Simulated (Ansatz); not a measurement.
# BaP: the cost of one run

Program: Ansatz 0.2.0. Level of theory: DFT PBE, scalar-relativistic, plane waves, PAW. These are calculated values, not measurements.

1 further run of the same task is left out (it didn't finish). Runs told in other sessions of the task aren't counted.

## Step 1: Starting point

Symmetry: P6/mmm, No. 191, hexagonal system. The conventional cell has a = 7.695 Å, b = 7.695 Å, c = 5.519 Å, α = 90.00°, β = 90.00°, γ = 120.00°. Ba (site symmetry 6/mmm) has 2 P at 2.76 Å in its first shell of neighbours. Around P (site symmetry 6/mmm) lie 2 Ba at 2.76 Å.

As a file:

```cif
data_structure
_symmetry_space_group_name_H-M 'P 1'
_symmetry_Int_Tables_number 1
_cell_length_a 7.6955
_cell_length_b 7.6955
_cell_length_c 5.5191
_cell_angle_alpha 90.000
_cell_angle_beta 90.000
_cell_angle_gamma 120.000
_cell_volume 283.06
loop_
_atom_site_label
_atom_site_type_symbol
_atom_site_fract_x
_atom_site_fract_y
_atom_site_fract_z
_atom_site_occupancy
Ba1 Ba 0.00000 0.00000 0.00000 1
P1 P 0.00000 0.00000 0.50000 1
```

It is the end of an earlier relaxation with the same method, from a generated guess; it is a trial structure. At a tolerance of 0.05 Å it has space group P6/mmm (No. 191); it has 141.53 Å³/atom, an uncorrected energy of +0.54 eV/atom over the elements.

## Step 2: Static run: bands, density of states and charges

File input.yaml:

```yaml
crystal:
  lattice:
    - [7.6954698761, 0.0, 0.0]
    - [-3.8477349381, 6.6644724068, 0.0]
    - [0.0, 0.0, 5.5191298133]
  atoms:
    - { symbol: Ba, position: [0.0, 0.0, 0.0] }
    - { symbol: P, position: [0.0, 0.0, 0.5] }
basis:
  ecutwfc: 420
kpoints:
  mp_grid: { grid: [12, 12, 10] }
  band_path:
    path:
      - [[0.0, 0.0, 0.0], [0.5, 0.0, 0.0], [0.33333333, 0.33333333, 0.0], [0.0, 0.0, 0.0], [0.0, 0.0, 0.5], [0.5, 0.0, 0.5], [0.33333333, 0.33333333, 0.5], [0.0, 0.0, 0.5]]
      - [[0.5, 0.0, 0.5], [0.5, 0.0, 0.0]]
      - [[0.33333333, 0.33333333, 0.5], [0.33333333, 0.33333333, 0.0]]
    npoints: 14
hamiltonian:
  xc: pbe
scf:
  occupations: { method: gaussian, width: 0.1 }
  n_extra_bands: 6
output:
  forces: true
  stress: true
  eigenvalues: true
  populations: true
  dos: { projected: true, de: 0.02, nscf_kmesh: { grid: [15, 15, 12] } }
  bader: true
  write_density: true
  write_potential: true
  elf: true
  volumetric_format: npy
```

Run with:

```bash
$ ansatz run input.yaml --threads 1 --pin off --max-ram 2560MiB --backend cpu --events-out ev --progress --plain --runs-dir out
```

**Question.** How long does this run take on 1 thread of Arm Neoverse N1, shared host, and how much memory does it need?

About 2.6 min, with a peak of 0.83 GiB.
